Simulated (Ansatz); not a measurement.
# C2H5AlFNTe: the cost of one run

Program: Ansatz 0.2.0. Level of theory: RKS B3LYP/def2-SVP. These are calculated values, not measurements.

### 1 The starting structure

Bond lengths: C1–N2 1.497 Å, N2–C3 1.310 Å, C3–Te4 2.128 Å, C3–Al5 1.943 Å, Al5–F6 1.819 Å, C1–H7 1.106 Å, C1–H8 1.057 Å, C1–H9 1.076 Å, Te4–H10 1.668 Å, Al5–H11 1.586 Å. Angles: C1–N2–C3 124.9°, N2–C1–H7 106.3°, N2–C1–H8 108.6°, N2–C1–H9 106.6°, H7–C1–H8 112.7°, H7–C1–H9 111.9°, H8–C1–H9 110.5°, N2–C3–Te4 122.2°, N2–C3–Al5 118.5°, Te4–C3–Al5 119.1°, C3–Te4–H10 91.6°, C3–Al5–F6 120.8°, C3–Al5–H11 121.1°, F6–Al5–H11 118.1°.

Structure file:

```xyz
11

C     0.7908   -1.8389    0.1921
N     0.1140   -0.6030    0.6966
C    -0.3967    0.3347   -0.0629
Te   -0.2443    0.2817   -2.1852
Al   -1.1791    1.8950    0.7896
F    -1.2481    2.0309    2.6019
H     0.0455   -2.3674   -0.4317
H     1.1073   -2.4122    1.0223
H     1.6377   -1.5113   -0.3850
H     1.2319    1.0568   -2.1463
H    -1.7937    3.0766   -0.0708
```

### 2 Relaxing end A

input.yaml reads:

```yaml
crystal:
  periodic: [false, false, false]
  atoms:
    - { symbol: C, position_ang: [0.7908, -1.8389, 0.1921] }
    - { symbol: "N", position_ang: [0.114, -0.603, 0.6966] }
    - { symbol: C, position_ang: [-0.3967, 0.3347, -0.0629] }
    - { symbol: Te, position_ang: [-0.2443, 0.2817, -2.1852] }
    - { symbol: Al, position_ang: [-1.1791, 1.895, 0.7896] }
    - { symbol: F, position_ang: [-1.2481, 2.0309, 2.6019] }
    - { symbol: H, position_ang: [0.0455, -2.3674, -0.4317] }
    - { symbol: H, position_ang: [1.1073, -2.4122, 1.0223] }
    - { symbol: H, position_ang: [1.6377, -1.5113, -0.385] }
    - { symbol: H, position_ang: [1.2319, 1.0568, -2.1463] }
    - { symbol: H, position_ang: [-1.7937, 3.0766, -0.0708] }
basis:
  gaussian: { orbitals: def2-SVP }
hamiltonian:
  xc: b3lyp
relax:
  f_tol: 0.02
  max_steps: 50
output:
  orbitals: {}
```

Started as:

```
$ ansatz run input.yaml --threads 2 --pin off --max-ram 3072MiB --backend cpu --events-out ev --progress --plain --runs-dir out
```

**Question.** How long does this run take on 2 threads of Intel Xeon 6975P-C (Granite Rapids), shared host, and how much memory does it need?

About 2.6 min, with a peak of 0.36 GiB.
